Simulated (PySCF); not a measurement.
# CSe (CSe): the cost of one run

Programs: PySCF 2.14.0, with density-fitted response routines of our own. Each step states its level of theory. These are calculated values for one molecule in the gas phase, unless marked as measured. Atoms count from 0, in the outputs and in this text.

## Step 1: Starting geometry

2 atoms, charge 0, multiplicity 1; geometry from: GFN2-xTB. The atoms were then displaced at random by about 0.03 Å, so the start is not that level's minimum.

Bonds of the start (Å): C0–Se1 1.73.

## Step 2: Optimising the geometry at PBE0-D3(BJ)/def2-SVP

What the job is given:

```
{"job": {"xc": "PBE0", "basis": "def2-SVP", "d3": "d3bj", "grid": 1, "shake": 0.03, "kind": "geom"}, "charge": 0, "multiplicity": 1}
C      0.891160    -0.081640     0.005880
Se    -0.841450    -0.006080    -0.028100
```

The run is started by

```sh
$ OMP_NUM_THREADS=1 python probes_run.py task.json out
```

This one command runs all jobs of the session in turn.

**Question.** How long does this first job take on 1 thread of Arm Neoverse V1, shared host, and how much memory does it need?

About 2.2 s, with a peak of 0.29 GiB.
